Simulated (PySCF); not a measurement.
# Al⁺ at other levels of theory

Aim: see what other levels and later steps give for Al⁺.

Computed with PySCF 2.14.0. Level: each script names its method and basis.

## 1. The atom

Al⁺: 1 atom, charge 1, spin multiplicity 1.

## 2. The run that the others are compared with

Contents of input.py:

```python
from pyscf import gto, scf, cc

mol = gto.M(
    atom='Al 0 0 0',
    basis='cc-pcvtz',
    charge=1,
    spin=0,
    symmetry=True,
    verbose=4,
)
mf = scf.RHF(mol)
mf.kernel()
mycc = cc.CCSD(mf, frozen=5)
mycc.kernel()
e = mycc.eeccsd(nroots=6)[0]
print('roots (eV) =', (e*27.211386).round(3))
mf.dip_moment()
print('orbital energies (hartree):', mf.mo_energy[..., max(0, mol.nelec[1]-3):mol.nelec[0]+3].round(4))
```

Started as:

```console
$ OMP_NUM_THREADS=1 python input.py
```

Its log is not repeated here.

In short: E(SCF) = -241.673444 Eh, 6 cycles, E(CCSD) − E(SCF) = -0.03974 Eh, excitation roots 4.517, 4.517, 4.517, 4.517, 4.517 eV.

## 3. EOM-EA

Run 1 changes step after the SCF: eomee → eomea; frozen orbitals: 5 → none; number of roots: 6 → 3.

Contents of input.py:

```python
from pyscf import gto, scf, cc

mol = gto.M(
    atom='Al 0 0 0',
    basis='cc-pcvtz',
    charge=1,
    spin=0,
    symmetry=True,
    verbose=4,
)
mf = scf.RHF(mol)
mf.kernel()
mycc = cc.CCSD(mf)
mycc.kernel()
e = mycc.eaccsd(nroots=3)[0]
print('roots (eV) =', (e*27.211386).round(3))
mf.dip_moment()
print('orbital energies (hartree):', mf.mo_energy[..., max(0, mol.nelec[1]-3):mol.nelec[0]+3].round(4))
```

Started as:

```console
$ OMP_NUM_THREADS=1 python input.py
```

## 4. CASCI

Run 2 changes step after the SCF: eomee → casci; active space: none → 2 electrons in 2 orbitals.

Contents of input.py:

```python
from pyscf import gto, scf, mcscf

mol = gto.M(
    atom='Al 0 0 0',
    basis='cc-pcvtz',
    charge=1,
    spin=0,
    symmetry=True,
    verbose=4,
)
mf = scf.RHF(mol)
mf.kernel()
mc = mcscf.CASCI(mf, 2, 2)
mc.kernel()
mc.analyze()
mf.dip_moment()
print('orbital energies (hartree):', mf.mo_energy[..., max(0, mol.nelec[1]-3):mol.nelec[0]+3].round(4))
```

## 5. Tpss (RKS)

Run 3 changes functional: none (Hartree–Fock) → tpss; SCF type: RHF → RKS; step after the SCF: eomee → analyze.

Contents of input.py:

```python
from pyscf import gto, dft

mol = gto.M(
    atom='Al 0 0 0',
    basis='cc-pcvtz',
    charge=1,
    spin=0,
    symmetry=True,
    verbose=4,
)
mf = dft.RKS(mol, xc='tpss')
mf.kernel()
mf.analyze()
print('orbital energies (hartree):', mf.mo_energy[..., max(0, mol.nelec[1]-3):mol.nelec[0]+3].round(4))
```

## 6. Number of roots 15

Run 4 changes number of roots: 6 → 15.

input.py: that of step 2 with these lines changed.

```diff
@@ -14,3 +14,3 @@
 mycc.kernel()
-e = mycc.eeccsd(nroots=6)[0]
+e = mycc.eeccsd(nroots=15)[0]
 print('roots (eV) =', (e*27.211386).round(3))
```

Q: Predict the outcome of this session. Wanted: for each run, E(SCF); from base; gap; after the SCF.

**Answer**, as computed:

| run | E(SCF) (hartree) | from base (eV) | cycles | gap (eV) | after the SCF |
| --- | --- | --- | --- | --- | --- |
| base | -241.673444 | 0 | 6 | 12.46 | CCSD correlation -1.081 eV, core frozen, first root 4.52 eV |
| EOM-EA | -241.673444 | 0.0000 | 6 | 12.46 | CCSD correlation -9.644 eV, first root -5.89 eV |
| CASCI | -241.673444 | 0.0000 | 6 | 12.46 | CASCI correlation -0.197 eV |
| tpss (RKS) | -242.159972 | not comparable | 6 | 5.83 | n/a |
| number of roots 15 | -241.673444 | 0.0000 | 6 | 12.46 | CCSD correlation -1.081 eV, core frozen, first root 4.52 eV |

A lower total energy from another functional means nothing by itself.
